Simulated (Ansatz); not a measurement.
# Sn3Te under changes of volume

One of the cells (28.798 Å³/atom); the others are scaled copies at fixed shape and fractional positions:

```
Te Sn
1.0
     4.86562    0.00000    0.00000
     0.00000    4.86562    0.00000
     0.00000    0.00000    4.86562
Te Sn
1 3
Direct
  0.00000 0.00000 0.00000
  0.00000 0.50000 0.50000
  0.50000 0.00000 0.50000
  0.50000 0.50000 0.00000
```

The cell comes from a database or a generator and needn't be the stable form of this composition.

* Program: Ansatz 0.2.0
* Functional: PBEsol
* Potentials or basis: all-electron LAPW, scalar-relativistic
* Cutoff: 151 eV (chosen from the basis error)
* Basis error allowed: 0.001 eV/atom
* k mesh: 6 × 6 × 6
* Occupations: fermi-dirac, width 0.05 eV
* Spin: no spin polarisation

```tsv
volume (Å³/atom)	energy over the lowest point (meV/atom)	pressure (GPa)
27.070	0.00	0.5
27.646	0.04	-0.6
28.222	?	?
28.798	10.50	-2.4
29.373	20.27	-3.1
29.949	32.71	-3.8
30.525	47.50	-4.4
```

Q: What does the run at 28.222 Å³/atom give?

A: Energy over the lowest point 3.64 meV/atom; pressure -1.5 GPa.

Worked out: A Birch-Murnaghan fit of order 3 (a polynomial in V^(-2/3)) to the other rows has its minimum at 27.35 Å³/atom with B0 = V·E''(V) = 50 GPa and B' = 3.9. It gives 3.65 meV/atom at 28.222 Å³/atom, against the run's 3.64, and -dE/dV = -1.5 GPa, against -1.5.

Energies are extrapolated to zero smearing.
